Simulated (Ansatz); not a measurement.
**Sn: pressure up to the limit of the methods**

The task here is to estimate one member of a computed series from the others.

Computed with Ansatz 0.2.0 (DFT PBE, with the methods named in each step, unless a step's input says otherwise).

### The system as given

It takes space group Fd-3m (No. 227, cubic). The conventional cell has a = 6.542 Å, b = 6.542 Å, c = 6.542 Å, α = 90.00°, β = 90.00°, γ = 90.00°. Sn (site symmetry -43m) has 4 Sn at 2.83 Å as nearest neighbours.

Coordinates:

```
Sn
1.0
     0.00000    3.27107    3.27107
     3.27107    0.00000    3.27107
     3.27107    3.27107    0.00000
Sn
2
Cartesian
  -0.8178 -0.8178 -0.8178
  0.8178 0.8178 0.8178
```

Whether this phase is the stable one at these pressures isn't tested.

Atoms are numbered in the order of the input: Sn1, Sn2.

Set-up of the first run:

input.yaml reads:

```yaml
crystal:
  lattice:
    - [0.0, 3.2710663102, 3.2710663102]
    - [3.2710663102, 0.0, 3.2710663102]
    - [3.2710663102, 3.2710663102, 0.0]
  atoms:
    - { symbol: Sn, position: [-0.125, -0.125, -0.125] }
    - { symbol: Sn, position: [0.125, 0.125, 0.125] }
kpoints:
  mp_grid: { grid: [10, 10, 10] }
scf:
  occupations: { method: fermi_dirac, width: 0.08 }
hamiltonian:
  xc: pbe
  pseudopotentials: { kind: paw }
output:
  forces: true
  stress: true
relax:
  f_tol: 0.005
  max_steps: 40
  cell: {}
```

Command:

```console
> ansatz run input.yaml --threads 1 --pin off --max-ram 2048MiB --backend cpu --events-out ev --progress --plain --runs-dir out
```

Steps of the session up to this table: Cell relaxed at zero pressure, PAW; Volume scaled by 1, PAW; Volume scaled by 0.88, PAW; Volume scaled by 0.78, PAW; Volume scaled by 0.78, PAW (level accurate); Volume scaled by 0.68, PAW; Volume scaled by 0.68, PAW (cutoff 300 eV); Volume scaled by 0.58, PAW; Volume scaled by 0.5, PAW; Volume scaled by 0.43, PAW; Volume scaled by 0.43, PAW (cutoff 800 eV).

One of the session's tables, all rows but one given; the rest of the session is left out.

```
              method  volume over the first  volume (Å³/atom)  pressure (GPa)
                 PAW                      1            36.876            0.00
                 PAW                   0.88            32.451            6.20
                 PAW                   0.78            28.764           16.15
                 PAW                   0.68            25.076           34.89
                 PAW                   0.58            21.388           71.49
                 PAW                    0.5            18.438          127.63
                 PAW                   0.43            15.857          218.79
 PAW (cutoff 300 eV)                   0.68            25.076           34.90
 PAW (cutoff 800 eV)                   0.43                 ?               ?
PAW (level accurate)                   0.78            28.764           16.16
```

Q: Estimate the row for PAW (cutoff 800 eV), 0.43 from the others.

**Answer.** volume (Å³/atom): 15.857; pressure (GPa): 218.64.

Limits of these values: Warnings in the runs' records: cutoff below recommended.
